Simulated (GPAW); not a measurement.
In3As:

```xyz
4
Lattice="4.6717 0.0000 0.0000 0.0000 4.6717 0.0000 0.0000 0.0000 4.6717" Properties=species:S:1:pos:R:3 pbc="T T T"
In    2.3358    2.3358    0.0000
In    2.3358    0.0000    2.3358
In    0.0000    2.3358    2.3358
As    0.0000    0.0000    0.0000
```

The cell comes from a database or a generator and needn't be the stable form of this composition.

| Item | Value |
| --- | --- |
| Program | GPAW 26.7.0 |
| Task | single point |
| Functional | PBEsol |
| Potentials or basis | PAW data sets generated in the run's folder for this functional |
| Cutoff | 600 eV |
| Basis | pw |
| k mesh | 6 × 6 × 6 |
| Occupations | fermi-dirac, width 0.05 eV |
| Spin | no spin polarisation |

On this cell: pressure -2.7 GPa; largest force zero by symmetry; band gap on the k mesh none (metal or under the smearing width).

The same run follows on a disturbed copy (atoms moved at random, drawn with an rms of 0.05 Å):

```
In As
1.0
     4.67168    0.00000    0.00000
     0.00000    4.67168    0.00000
     0.00000    0.00000    4.67168
In As
3 1
Direct
  0.50287 0.49799 0.99110
  0.49374 0.98827 0.49555
  0.99021 0.49748 0.51025
  0.99893 0.00834 0.99706
```

Q: What does the disturbed cell give?

A: The energy (extrapolated to zero smearing) moves by +1.1 meV/atom; pressure -2.6 GPa; largest force 0.173 eV/Å; band gap on the k mesh none (metal or under the smearing width).

Forces on the atoms (eV/Å):
```
In  -0.065 -0.072  0.144
In  -0.050  0.059 -0.069
In   0.081 -0.069 -0.088
As   0.034  0.082  0.013
```

Stress tensor (GPa, compression positive):
```
-2.60 -0.03 -0.05
-0.03 -2.65 -0.04
-0.05 -0.04 -2.60
```
